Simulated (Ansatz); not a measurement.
# TiN (quartet): from Hartree-Fock to the top rungs, def2-QZVPP

One table from this session's results is given with a row withheld; the runs are named, their logs left out.

Method: def2-QZVPP, core rule «outside noble gas», up to 10 orbitals frozen; program: Ansatz 0.2.0, Gaussian basis.

Plan: UHF; ROHF; CCSD(T) on UHF.

2 further runs of the same task are left out: 2 set aside as unsound or not needed.

## What is computed

The geometry is a PBE0/def2-TZVP stationary point (not a proven minimum) of the parent state, kept for this charge and spin.

2 atoms, charge 0, spin multiplicity 4.

Atoms are counted from 1 here; the program's logs count them from 0.

Bond lengths: Ti1–N2 1.543 Å.

The first run:

Contents of in.yaml:

```yaml
crystal:
  periodic: [false, false, false]
  atoms:
    - {symbol: Ti, position_ang: [0.000000, 0.000000, 0.000000]}
    - {symbol: N, position_ang: [0.000000, 0.000000, 1.542510]}
basis:
  gaussian: {orbitals: "def2-QZVPP.json"}
magnetization: {spin_polarized: true, initial_magnetization: 3}
hamiltonian: {xc: hf}
output: {orbitals: {seedname: orbitals}}
```

On the command line:

```sh
$ ansatz run in.yaml --threads 1 --pin off --events-out ev --progress --plain --max-ram 3968MiB --backend cpu
```

Steps of the session up to this table: UHF; ROHF; CCSD(T) on UHF.

One table of the session follows, with a row left open; its other results are not shown here.

```
  method  from UCCSD(T) (meV)
    ROHF                    ?
     UHF              +8261.2
    UMP2               +605.4
   UCCSD               +616.9
UCCSD(T)                    0
```

**Question.** Estimate the row for ROHF.

The run gave: from UCCSD(T) (meV): +8551.3. In the column «from UCCSD(T) (meV)» it is the highest.
